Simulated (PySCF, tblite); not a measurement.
# C₅H₁₁NSi: geometry, infrared bands and NMR shifts

Aim: predict the infrared bands and NMR shifts of C₅H₁₁NSi (`CC1=C[C@H](C)N[SiH2]1`).

Computed with tblite 0.8.0 and PySCF 2.14.0, with density-fitted response routines of our own, on a single molecule in the gas phase. Atoms are numbered from 0 throughout.

**1. The starting structure**

18 atoms, charge 0, multiplicity 1; geometry from: force field or distance geometry start.

Bonds of the start (Å): C0–C1 1.49, C1–C2 1.32, C2–C3 1.47, C3–C4 1.51, C3–N5 1.44, N5–Si6 1.83, Si6–C1 1.87, C0–H7 1.10, C0–H8 1.12, C0–H9 1.13, C2–H10 1.10, C3–H11 1.14, C4–H12 1.09, C4–H13 1.10, C4–H14 1.11, N5–H15 1.04, Si6–H16 1.45, Si6–H17 1.43.

**2. Geometry optimisation with GFN2-xTB**

The job: settings as JSON, then the geometry in Å.

```
{"job": {"kind": "relax", "xc": "GFN2-xTB", "basis": "xTB"}, "charge": 0, "multiplicity": 1}
C      2.619600    -0.400600    -0.106700
C      1.185500    -0.024600    -0.006500
C      0.119700    -0.756500     0.262100
C     -1.144800    -0.004500     0.277700
C     -2.380500    -0.867800     0.250300
N     -1.156300     1.045600    -0.708000
Si     0.491800     1.699100    -0.241700
H      2.773600    -1.132400    -0.916500
H      3.218900     0.518800    -0.325700
H      2.959200    -0.860600     0.865600
H      0.179100    -1.841000     0.433200
H     -1.180300     0.535100     1.276200
H     -2.408200    -1.566500    -0.587200
H     -3.298800    -0.266800     0.228700
H     -2.440300    -1.463200     1.189100
H     -0.977300     0.580100    -1.620800
H      0.297600     2.394200     1.017600
H      1.132800     2.418000    -1.299000
```

Run with:

```console
OMP_NUM_THREADS=1 python probes_run.py task.json out
```

The driver reads the jobs from task.json and runs them one after another.

**Question.** This job is followed by: GFN2-xTB harmonic vibrations, gas phase; GIAO PBE0/pcSseg-1 NMR shielding, non-relativistic, gas phase. What will the session give for the following? strongest single infrared mode (GFN2-xTB); zero-point energy (GFN2-xTB); ¹³C shifts against TMS (PBE0/pcSseg-1); ¹H shifts against TMS (PBE0/pcSseg-1, means over atoms taken as alike); ¹⁵N shifts against NH3 (PBE0/pcSseg-1); ²⁹Si shifts against TMS (PBE0/pcSseg-1).

As calculated:

| quantity | value |
| --- | --- |
| strongest single infrared mode (GFN2-xTB) | 2160 cm⁻¹, 464 km/mol |
| zero-point energy (GFN2-xTB) | 91.8 kcal/mol |
| ¹³C shifts against TMS (PBE0/pcSseg-1) | 155.0, 141.6, 64.0, 28.3, 21.4 ppm |
| ¹H shifts against TMS (PBE0/pcSseg-1, means over atoms taken as alike) | 6.68, 5.48, 5.34, 4.32, 2.13, 1.07, -0.09 ppm |
| ¹⁵N shifts against NH3 (PBE0/pcSseg-1) | 40.2 ppm |
| ²⁹Si shifts against TMS (PBE0/pcSseg-1) | -31.6 ppm |

Relaxing lowered the energy by 1.043 eV in 115 steps; the close pair that moved most is N5–Si6, from 1.833 to 1.713 Å. All 48 modes are real, so the xTB geometry is a minimum. The strongest single mode, at 2160 cm⁻¹, moves mainly H17. GFN2-xTB is a fitted tight-binding method: band positions and strengths are rough. Its intensities can rank the bands wrongly. H10 (hydrogen on an alkene CH) lies farthest downfield among hydrogen, at 6.68 ppm; olefinic region.
